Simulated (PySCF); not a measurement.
# C₃H₇GeN: core binding energies at several levels of theory

Aim: compute the core binding energies of C₃H₇GeN (`C1=[CH][GeH2][NH]C1`) at several levels, and see how far they spread and what each costs.

Computed with PySCF 2.14.0, with density-fitted response routines of our own, on a single molecule in the gas phase. Atoms are numbered from 0 throughout.

**1. The starting structure**

12 atoms, charge 0, multiplicity 1; geometry from: PBE0-D3(BJ)/def2-SVP.

Bonds of the start (Å): C0–C1 1.34, C1–Ge2 1.93, Ge2–N3 1.84, N3–C4 1.44, C4–C0 1.50, C0–H5 1.10, C1–H6 1.09, Ge2–H7 1.55, Ge2–H8 1.55, N3–H9 1.01, C4–H10 1.11, C4–H11 1.11.

**2. Core holes by ΔSCF: SCAN, X2C**

The job: settings as JSON, then the geometry in Å.

```
{"job": {"kind": "xps"}, "charge": 0, "multiplicity": 1}
C     -0.602091     1.155302     0.042118
C      0.721378     1.213098    -0.162444
Ge     1.410378    -0.591067    -0.221430
N     -0.302815    -1.227875    -0.042626
C     -1.271744    -0.182599     0.175786
H     -1.232836     2.050002     0.113180
H      1.257171     2.159044    -0.266613
H      2.075905    -1.015223    -1.549822
H      2.366104    -0.988304     0.931938
H     -0.531867    -2.134395     0.340265
H     -1.749289    -0.234982     1.177477
H     -2.111963    -0.226960    -0.549961
```

Method: delta-SCF UKS SCAN, pcX-2 on the ionised atom, pcseg-1 elsewhere, spin-free X2C.

Launch:

```bash
> OMP_NUM_THREADS=1 python probes_run.py task.json out
```

This one command runs all jobs of the session in turn.

The log of the run:

```text
ground state, core basis on atom 0 (C), 149 functions
  cycle   1  E = -2267.10684842  |g| = 5.36e-01
  cycle   2  E = -2266.97860514  |g| = 8.73e-01
  cycle   3  E = -2267.17661516  |g| = 9.23e-02
  cycle   4  E = -2267.17839843  |g| = 4.54e-02
  cycle   5  E = -2267.17890703  |g| = 1.10e-02
  cycle   6  E = -2267.17893190  |g| = 5.96e-03
  cycle   7  E = -2267.17894245  |g| = 1.73e-03
  cycle   8  E = -2267.17894336  |g| = 4.64e-04
  E(ground) = -2267.32021849 Eh
hole in C 1s of atom 0
  cycle   1  E = -2255.92053771  |g| = 1.51e+00
  cycle   2  E = -2253.90733470  |g| = 2.28e+00
  cycle   3  E = -2256.10339679  |g| = 8.53e-01
  cycle   4  E = -2256.39405111  |g| = 4.69e-01
  cycle   5  E = -2256.48745363  |g| = 1.83e-01
  cycle   6  E = -2256.50513215  |g| = 5.49e-02
  cycle   7  E = -2256.50667615  |g| = 1.68e-02
  cycle   8  E = -2256.50684066  |g| = 9.11e-03
  cycle   9  E = -2256.50692210  |g| = 3.99e-03
  cycle  10  E = -2256.50696192  |g| = 3.03e-03
  cycle  11  E = -2256.50698099  |g| = 1.73e-03
  cycle  12  E = -2256.50698992  |g| = 7.74e-04
  cycle  13  E = -2256.50699106  |g| = 2.83e-04
  E(ion) = -2256.64743559 Eh   <S^2> = 0.8079   hole on atom = 1.000   binding energy = 290.421 eV
ground state, core basis on atom 1 (C), 149 functions
  cycle   1  E = -2267.17986288  |g| = 6.13e-02
  cycle   2  E = -2267.17918350  |g| = 5.73e-02
  cycle   3  E = -2267.17956913  |g| = 4.22e-02
  cycle   4  E = -2267.18005148  |g| = 5.41e-03
  cycle   5  E = -2267.18005960  |g| = 7.72e-04
  cycle   6  E = -2267.18006091  |g| = 3.18e-04
  E(ground) = -2267.32093464 Eh
hole in C 1s of atom 1
  cycle   1  E = -2255.93845639  |g| = 1.51e+00
  cycle   2  E = -2253.94589770  |g| = 2.27e+00
  cycle   3  E = -2256.17099159  |g| = 8.36e-01
  cycle   4  E = -2256.46666915  |g| = 3.72e-01
  cycle   5  E = -2256.52013686  |g| = 1.58e-01
  cycle   6  E = -2256.53090770  |g| = 2.87e-02
  cycle   7  E = -2256.53128215  |g| = 1.52e-02
  cycle   8  E = -2256.53141799  |g| = 5.13e-03
  cycle   9  E = -2256.53143713  |g| = 2.66e-03
  cycle  10  E = -2256.53145014  |g| = 1.48e-03
  cycle  11  E = -2256.53145400  |g| = 5.64e-04
  cycle  12  E = -2256.53145517  |g| = 2.45e-04
  E(ion) = -2256.67171374 Eh   <S^2> = 0.7908   hole on atom = 1.000   binding energy = 289.780 eV
ground state, core basis on atom 3 (N), 149 functions
  cycle   1  E = -2267.19249950  |g| = 7.40e-02
  cycle   2  E = -2267.19236994  |g| = 3.07e-02
  cycle   3  E = -2267.19206373  |g| = 4.53e-02
  cycle   4  E = -2267.19259168  |g| = 6.02e-03
  cycle   5  E = -2267.19260266  |g| = 1.41e-03
  cycle   6  E = -2267.19260091  |g| = 3.39e-04
  E(ground) = -2267.33188786 Eh
hole in N 1s of atom 3
  cycle   1  E = -2251.63002208  |g| = 1.87e+00
  cycle   2  E = -2250.85609519  |g| = 2.16e+00
  cycle   3  E = -2252.28627422  |g| = 4.02e-01
  cycle   4  E = -2252.33538975  |g| = 1.34e-01
  cycle   5  E = -2252.34060758  |g| = 9.32e-02
  cycle   6  E = -2252.34510721  |g| = 2.26e-02
  cycle   7  E = -2252.34537559  |g| = 6.60e-03
  cycle   8  E = -2252.34540219  |g| = 1.78e-03
  cycle   9  E = -2252.34540154  |g| = 8.20e-04
  cycle  10  E = -2252.34540380  |g| = 2.59e-04
  E(ion) = -2252.48395088 Eh   <S^2> = 0.7656   hole on atom = 1.000   binding energy = 404.033 eV
ground state, core basis on atom 4 (C), 149 functions
  cycle   1  E = -2267.17862844  |g| = 5.66e-02
  cycle   2  E = -2267.17862062  |g| = 1.24e-02
  cycle   3  E = -2267.17854380  |g| = 2.06e-02
  cycle   4  E = -2267.17865634  |g| = 3.94e-03
  cycle   5  E = -2267.17866164  |g| = 5.79e-04
  cycle   6  E = -2267.17866082  |g| = 1.04e-04
  E(ground) = -2267.31905796 Eh
hole in C 1s of atom 4
  cycle   1  E = -2255.90054499  |g| = 1.51e+00
  cycle   2  E = -2254.94423977  |g| = 2.01e+00
  cycle   3  E = -2256.36371197  |g| = 4.51e-01
  cycle   4  E = -2256.37522418  |g| = 3.96e-01
  cycle   5  E = -2256.46423032  |g| = 6.11e-02
  cycle   6  E = -2256.46583886  |g| = 1.12e-02
  cycle   7  E = -2256.46589769  |g| = 8.06e-03
  cycle   8  E = -2256.46593862  |g| = 3.38e-03
  cycle   9  E = -2256.46594756  |g| = 1.94e-03
  cycle  10  E = -2256.46595674  |g| = 1.54e-03
  cycle  11  E = -2256.46596174  |g| = 1.03e-03
  cycle  12  E = -2256.46596820  |g| = 8.60e-04
  cycle  13  E = -2256.46597487  |g| = 6.50e-04
  cycle  14  E = -2256.46598245  |g| = 3.27e-04
  E(ion) = -2256.60542663 Eh   <S^2> = 0.7753   hole on atom = 1.000   binding energy = 291.533 eV
```

Run time: 35 s. Hardware: 1 thread of Arm Neoverse V1, shared host; peak memory 0.53 GiB.

Binding energies by hole, beside the orbital energy of the ground state; the difference holds orbital relaxation and, for a density functional, its self-interaction error:

| hole | stands for | environment | ΔSCF (eV) | −ε (eV) | ⟨S²⟩ |
| --- | --- | --- | --- | --- | --- |
| C1s on C0 | C0 | alkene CH | 290.42 | 274.0 | 0.808 |
| C1s on C1 | C1 | alkene CH | 289.78 | 273.5 | 0.791 |
| N1s on N3 | N3 | nitrogen bonded to C, Ge, H, in a 5-membered ring | 404.03 | 385.3 | 0.766 |
| C1s on C4 | C4 | allylic sp3 CH2 bonded to N | 291.53 | 274.5 | 0.775 |

**3. Core holes by ΔSCF: B3LYP, X2C**

Same as in step 2 but for these lines:

```diff
@@ -1,2 +1,2 @@
-{"job": {"kind": "xps"}, "charge": 0, "multiplicity": 1}
+{"job": {"kind": "xps", "xc": "B3LYP"}, "charge": 0, "multiplicity": 1}
 C     -0.602091     1.155302     0.042118
```

Level: delta-SCF UKS B3LYP, pcX-2 on the ionised atom, pcseg-1 elsewhere, spin-free X2C.

The log of the run:

```text
ground state, core basis on atom 0 (C), 149 functions
  cycle   1  E = -2267.30271851  |g| = 4.62e-01
  cycle   2  E = -2267.23686596  |g| = 6.94e-01
  cycle   3  E = -2267.35467071  |g| = 6.59e-02
  cycle   4  E = -2267.35541847  |g| = 3.32e-02
  cycle   5  E = -2267.35569032  |g| = 5.71e-03
  cycle   6  E = -2267.35569895  |g| = 2.19e-03
  cycle   7  E = -2267.35570034  |g| = 7.29e-04
  cycle   8  E = -2267.35570072  |g| = 1.09e-04
  E(ground) = -2267.35936395 Eh
hole in C 1s of atom 0
  cycle   1  E = -2256.10266380  |g| = 1.52e+00
  cycle   2  E = -2254.22697952  |g| = 2.24e+00
  cycle   3  E = -2256.33601497  |g| = 8.01e-01
  cycle   4  E = -2256.60980933  |g| = 3.81e-01
  cycle   5  E = -2256.67002272  |g| = 1.28e-01
  cycle   6  E = -2256.67768043  |g| = 3.27e-02
  cycle   7  E = -2256.67823052  |g| = 8.95e-03
  cycle   8  E = -2256.67828504  |g| = 3.54e-03
  cycle   9  E = -2256.67830319  |g| = 1.79e-03
  cycle  10  E = -2256.67831263  |g| = 1.10e-03
  cycle  11  E = -2256.67831586  |g| = 4.55e-04
  E(ion) = -2256.68192473 Eh   <S^2> = 0.7744   hole on atom = 1.000   binding energy = 290.548 eV
ground state, core basis on atom 1 (C), 149 functions
  cycle   1  E = -2267.35649562  |g| = 4.44e-02
  cycle   2  E = -2267.35625850  |g| = 3.60e-02
  cycle   3  E = -2267.35641931  |g| = 2.56e-02
  cycle   4  E = -2267.35658930  |g| = 1.83e-03
  cycle   5  E = -2267.35659163  |g| = 3.30e-04
  E(ground) = -2267.36000027 Eh
hole in C 1s of atom 1
  cycle   1  E = -2256.11924829  |g| = 1.52e+00
  cycle   2  E = -2254.58122099  |g| = 2.19e+00
  cycle   3  E = -2256.49165480  |g| = 6.51e-01
  cycle   4  E = -2256.64409797  |g| = 3.60e-01
  cycle   5  E = -2256.69958183  |g| = 1.00e-01
  cycle   6  E = -2256.70390296  |g| = 1.61e-02
  cycle   7  E = -2256.70404699  |g| = 5.95e-03
  cycle   8  E = -2256.70408167  |g| = 1.93e-03
  cycle   9  E = -2256.70409016  |g| = 1.17e-03
  cycle  10  E = -2256.70409343  |g| = 8.91e-04
  cycle  11  E = -2256.70409528  |g| = 2.02e-04
  E(ion) = -2256.70752181 Eh   <S^2> = 0.7710   hole on atom = 1.000   binding energy = 289.869 eV
ground state, core basis on atom 3 (N), 149 functions
  cycle   1  E = -2267.36821958  |g| = 5.44e-02
  cycle   2  E = -2267.36807825  |g| = 3.27e-02
  cycle   3  E = -2267.36810585  |g| = 3.02e-02
  cycle   4  E = -2267.36831919  |g| = 3.43e-03
  cycle   5  E = -2267.36832237  |g| = 9.35e-04
  cycle   6  E = -2267.36832377  |g| = 1.50e-04
  E(ground) = -2267.37209298 Eh
hole in N 1s of atom 3
  cycle   1  E = -2251.81669674  |g| = 1.88e+00
  cycle   2  E = -2251.19172300  |g| = 2.10e+00
  cycle   3  E = -2252.48833867  |g| = 3.16e-01
  cycle   4  E = -2252.52077850  |g| = 8.00e-02
  cycle   5  E = -2252.52282452  |g| = 4.63e-02
  cycle   6  E = -2252.52390891  |g| = 9.74e-03
  cycle   7  E = -2252.52395597  |g| = 3.17e-03
  cycle   8  E = -2252.52396131  |g| = 7.82e-04
  cycle   9  E = -2252.52396227  |g| = 3.16e-04
  E(ion) = -2252.52785471 Eh   <S^2> = 0.7590   hole on atom = 1.000   binding energy = 403.932 eV
ground state, core basis on atom 4 (C), 149 functions
  cycle   1  E = -2267.35461310  |g| = 4.70e-02
  cycle   2  E = -2267.35448415  |g| = 3.53e-02
  cycle   3  E = -2267.35466846  |g| = 1.88e-02
  cycle   4  E = -2267.35474081  |g| = 5.04e-03
  cycle   5  E = -2267.35474650  |g| = 5.80e-04
  cycle   6  E = -2267.35474678  |g| = 2.33e-04
  E(ground) = -2267.35827537 Eh
hole in C 1s of atom 4
  cycle   1  E = -2256.08168699  |g| = 1.52e+00
  cycle   2  E = -2255.37630009  |g| = 1.88e+00
  cycle   3  E = -2256.58268817  |g| = 3.49e-01
  cycle   4  E = -2256.60186939  |g| = 2.67e-01
  cycle   5  E = -2256.63893142  |g| = 3.69e-02
  cycle   6  E = -2256.63954591  |g| = 7.96e-03
  cycle   7  E = -2256.63957217  |g| = 3.90e-03
  cycle   8  E = -2256.63958155  |g| = 1.13e-03
  cycle   9  E = -2256.63958252  |g| = 6.69e-04
  cycle  10  E = -2256.63958327  |g| = 2.19e-04
  E(ion) = -2256.64318898 Eh   <S^2> = 0.7604   hole on atom = 1.000   binding energy = 291.572 eV
```

Run time: 43 s. Hardware: 1 thread of Arm Neoverse V1, shared host; peak memory 0.6 GiB.

Binding energies by hole, beside the orbital energy of the ground state; the difference holds orbital relaxation and, for a density functional, its self-interaction error:

| hole | stands for | environment | ΔSCF (eV) | −ε (eV) | ⟨S²⟩ |
| --- | --- | --- | --- | --- | --- |
| C1s on C0 | C0 | alkene CH | 290.55 | 277.3 | 0.774 |
| C1s on C1 | C1 | alkene CH | 289.87 | 276.9 | 0.771 |
| N1s on N3 | N3 | nitrogen bonded to C, Ge, H, in a 5-membered ring | 403.93 | 389.1 | 0.759 |
| C1s on C4 | C4 | allylic sp3 CH2 bonded to N | 291.57 | 277.8 | 0.760 |

**4. X-ray photoelectron lines: PBE0, X2C**

Same as in step 3 but for these lines:

```diff
@@ -1,2 +1,2 @@
-{"job": {"kind": "xps", "xc": "B3LYP"}, "charge": 0, "multiplicity": 1}
+{"job": {"kind": "xps", "xc": "PBE0"}, "charge": 0, "multiplicity": 1}
 C     -0.602091     1.155302     0.042118
```

With the program's defaults for keys left out, this is: delta-SCF UKS PBE0, pcX-2 on the ionised atom, pcseg-1 elsewhere, spin-free X2C.

The log of the run:

```text
ground state, core basis on atom 0 (C), 149 functions
  cycle   1  E = -2266.79050901  |g| = 4.01e-01
  cycle   2  E = -2266.75837943  |g| = 5.43e-01
  cycle   3  E = -2266.83000516  |g| = 5.16e-02
  cycle   4  E = -2266.83043449  |g| = 2.73e-02
  cycle   5  E = -2266.83061809  |g| = 4.00e-03
  cycle   6  E = -2266.83062329  |g| = 8.42e-04
  cycle   7  E = -2266.83062254  |g| = 3.50e-04
  E(ground) = -2266.83347948 Eh
hole in C 1s of atom 0
  cycle   1  E = -2255.59686230  |g| = 1.52e+00
  cycle   2  E = -2254.55727172  |g| = 1.96e+00
  cycle   3  E = -2256.05271808  |g| = 4.69e-01
  cycle   4  E = -2256.09610593  |g| = 3.72e-01
  cycle   5  E = -2256.16556450  |g| = 1.00e-01
  cycle   6  E = -2256.17097532  |g| = 2.14e-02
  cycle   7  E = -2256.17143643  |g| = 1.13e-02
  cycle   8  E = -2256.17166043  |g| = 6.01e-03
  cycle   9  E = -2256.17178578  |g| = 4.19e-03
  cycle  10  E = -2256.17184796  |g| = 2.22e-03
  cycle  11  E = -2256.17185643  |g| = 7.99e-04
  cycle  12  E = -2256.17185673  |g| = 2.41e-04
  E(ion) = -2256.17467421 Eh   <S^2> = 0.7879   hole on atom = 1.000   binding energy = 290.041 eV
ground state, core basis on atom 1 (C), 149 functions
  cycle   1  E = -2266.83131244  |g| = 6.09e-02
  cycle   2  E = -2266.83106453  |g| = 3.80e-02
  cycle   3  E = -2266.83113365  |g| = 3.40e-02
  cycle   4  E = -2266.83143393  |g| = 1.25e-03
  cycle   5  E = -2266.83143139  |g| = 3.72e-04
  E(ground) = -2266.83407741 Eh
hole in C 1s of atom 1
  cycle   1  E = -2255.61235972  |g| = 1.52e+00
  cycle   2  E = -2254.48300065  |g| = 2.00e+00
  cycle   3  E = -2256.05665817  |g| = 5.27e-01
  cycle   4  E = -2256.14824186  |g| = 3.18e-01
  cycle   5  E = -2256.19405778  |g| = 8.11e-02
  cycle   6  E = -2256.19696588  |g| = 1.45e-02
  cycle   7  E = -2256.19711349  |g| = 6.01e-03
  cycle   8  E = -2256.19716893  |g| = 2.52e-03
  cycle   9  E = -2256.19718824  |g| = 1.60e-03
  cycle  10  E = -2256.19719532  |g| = 9.93e-04
  cycle  11  E = -2256.19719567  |g| = 1.91e-04
  E(ion) = -2256.19987808 Eh   <S^2> = 0.7803   hole on atom = 1.000   binding energy = 289.371 eV
ground state, core basis on atom 3 (N), 149 functions
  cycle   1  E = -2266.84304130  |g| = 7.51e-02
  cycle   2  E = -2266.84287722  |g| = 3.67e-02
  cycle   3  E = -2266.84286381  |g| = 3.70e-02
  cycle   4  E = -2266.84319636  |g| = 4.16e-03
  cycle   5  E = -2266.84320202  |g| = 8.18e-04
  cycle   6  E = -2266.84320251  |g| = 1.82e-04
  E(ground) = -2266.84617099 Eh
hole in N 1s of atom 3
  cycle   1  E = -2251.30522958  |g| = 1.88e+00
  cycle   2  E = -2250.82491137  |g| = 1.98e+00
  cycle   3  E = -2251.98225248  |g| = 2.98e-01
  cycle   4  E = -2252.01202050  |g| = 6.74e-02
  cycle   5  E = -2252.01358654  |g| = 3.53e-02
  cycle   6  E = -2252.01421282  |g| = 7.93e-03
  cycle   7  E = -2252.01424590  |g| = 3.01e-03
  cycle   8  E = -2252.01425117  |g| = 8.34e-04
  cycle   9  E = -2252.01425111  |g| = 3.05e-04
  E(ion) = -2252.01730698 Eh   <S^2> = 0.7612   hole on atom = 1.000   binding energy = 403.514 eV
ground state, core basis on atom 4 (C), 149 functions
  cycle   1  E = -2266.82951435  |g| = 6.34e-02
  cycle   2  E = -2266.82935669  |g| = 3.97e-02
  cycle   3  E = -2266.82954223  |g| = 2.59e-02
  cycle   4  E = -2266.82968553  |g| = 3.99e-03
  cycle   5  E = -2266.82968867  |g| = 4.77e-04
  E(ground) = -2266.83241021 Eh
hole in C 1s of atom 4
  cycle   1  E = -2255.57780726  |g| = 1.52e+00
  cycle   2  E = -2255.03686485  |g| = 1.74e+00
  cycle   3  E = -2256.08309776  |g| = 3.31e-01
  cycle   4  E = -2256.10729680  |g| = 2.26e-01
  cycle   5  E = -2256.13350804  |g| = 3.22e-02
  cycle   6  E = -2256.13398713  |g| = 6.92e-03
  cycle   7  E = -2256.13400934  |g| = 3.54e-03
  cycle   8  E = -2256.13401792  |g| = 1.21e-03
  cycle   9  E = -2256.13401950  |g| = 6.41e-04
  cycle  10  E = -2256.13402000  |g| = 2.33e-04
  E(ion) = -2256.13680478 Eh   <S^2> = 0.7638   hole on atom = 1.000   binding energy = 291.042 eV
```

Wall time 40 s (1 thread of Arm Neoverse V1, shared host); peak memory 0.59 GiB.

Binding energies by hole, beside the orbital energy of the ground state; the difference holds orbital relaxation and, for a density functional, its self-interaction error:

| hole | stands for | environment | ΔSCF (eV) | −ε (eV) | ⟨S²⟩ |
| --- | --- | --- | --- | --- | --- |
| C1s on C0 | C0 | alkene CH | 290.04 | 278.7 | 0.788 |
| C1s on C1 | C1 | alkene CH | 289.37 | 278.3 | 0.780 |
| N1s on N3 | N3 | nitrogen bonded to C, Ge, H, in a 5-membered ring | 403.51 | 390.9 | 0.761 |
| C1s on C4 | C4 | allylic sp3 CH2 bonded to N | 291.04 | 279.2 | 0.764 |

[end of part 1 of 3]
